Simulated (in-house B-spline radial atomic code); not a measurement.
# Se⁹⁺: ionisation energy by several methods

Wanted: one ionisation energy, Se⁹⁺ to configuration [Ar] 3d6, up the ladder of functionals.

The numbers are computed with in-house B-spline radial atomic code version 1 (scalar-relativistic (X2C), several functionals, spin-polarised; spherical all-electron atom at the radial basis limit), except any that are marked as measured or tabulated.

## (1) What is computed

```
element       : selenium (Z = 34)
charge        : +9
electrons     : 25
configuration : [Ar] 3d7
nucleus       : Fermi, rms radius 4.140 fm
```

Outer shells as boxes (Hund's rule):

[Ar] 3d7
```
[Ar] core
3d [↑↓][↑↓][↑ ][↑ ][↑ ]
```

Where spins are not typed, each open shell is filled with up spins first.

## (2) Hartree-Fock

Settings, as recorded:

```ini
Z = 34
electrons = 25.0
configuration = [Ar] 3d7
hamiltonian = x2c
method = hf
spin_polarised = True
nucleus = fermi
rms_radius = 4.14
mass_number = 80
atomic_mass = 79.916521761
speed_of_light = 137.035999084
```

## (3) revTPSS, a meta-GGA

Changes to the settings of step 2:

```diff
@@ -4,3 +4,3 @@
 hamiltonian = x2c
-method = hf
+method = revtpss,revtpss
 spin_polarised = True
```

## (4) OLYP, a GGA

Changes to the settings of step 3:

```diff
@@ -4,3 +4,3 @@
 hamiltonian = x2c
-method = revtpss,revtpss
+method = optx,lyp
 spin_polarised = True
```

## (5) r2SCAN, a meta-GGA

Changes to the settings of step 4:

```diff
@@ -4,3 +4,3 @@
 hamiltonian = x2c
-method = optx,lyp
+method = r2scan
 spin_polarised = True
```

## (6) TPSS, a meta-GGA

Changes to the settings of step 5:

```diff
@@ -4,3 +4,3 @@
 hamiltonian = x2c
-method = r2scan
+method = tpss,tpss
 spin_polarised = True
```

## (7) PBE, a GGA

Changes to the settings of step 6:

```diff
@@ -4,3 +4,3 @@
 hamiltonian = x2c
-method = tpss,tpss
+method = pbe,pbe
 spin_polarised = True
```

## (8) LDA (VWN5)

Changes to the settings of step 7:

```diff
@@ -4,3 +4,3 @@
 hamiltonian = x2c
-method = pbe,pbe
+method = lda,vwn
 spin_polarised = True
```

## (9) RPBE, a GGA

Changes to the settings of step 8:

```diff
@@ -4,3 +4,3 @@
 hamiltonian = x2c
-method = lda,vwn
+method = rpbe,pbe
 spin_polarised = True
```

**Question.** The tabulated ionisation energy is 255 ± 2.2 eV (tabulated theoretical; NIST Atomic Spectra Database). What does each method give, and which comes nearest?

The runs gave:

| method | rung | total energy (hartree) | ΔSCF (eV) | −ε highest (eV) | ΔSCF less tabulated (eV) |
| --- | --- | --- | --- | --- | --- |
| LDA (VWN5) | LDA | -2396.1033 | 256.86 | 238.88 (3d down) | +1.86 |
| OLYP | GGA | -2400.4265 | 257.00 | 239.11 (3d down) | +2.00 |
| PBE | GGA | -2399.4436 | 256.40 | 238.45 (3d down) | +1.40 |
| RPBE | GGA | -2399.7240 | 256.28 | 238.35 (3d down) | +1.28 |
| revTPSS | meta-GGA | -2399.1930 | 255.84 | 237.98 (3d down) | +0.84 |
| r2SCAN | meta-GGA | -2399.7198 | 255.79 | 238.17 (3d down) | +0.79 |
| TPSS | meta-GGA | -2399.7517 | 256.12 | 238.22 (3d down) | +1.12 |
| Hartree-Fock | Hartree-Fock | -2398.5188 | 253.97 | 257.03 (3d down) | -1.03 |

The tabulated ionisation energy is 255 ± 2.2 eV (tabulated theoretical; NIST Atomic Spectra Database). r2SCAN comes nearest (+0.79 eV) and OLYP is farthest (+2.00 eV, 0.78 %). Mean absolute error by rung (exchange-only levels left out): LDA 1.86 eV, GGA 1.56 eV, meta-GGA 0.92 eV, Hartree-Fock 1.03 eV. The table's own uncertainty is as large as these misses, so the order means little. Relativistic terms that these runs lack can be as large as the gaps between close methods, so the nearest may be so by luck. PBE is off by +1.40 eV. Spin-orbit coupling is left out. Open shells are averaged (over orientations, and over spins where the run is restricted), while tables refer to the lowest levels. For the semilocal functionals minus the highest level recovers only 93 % of their own ΔSCF value, a mark of self-interaction.

Members of this set that are not shown: 1 did not converge; 12 used exact exchange with fractional occupations of an open shell, which is unsound here.
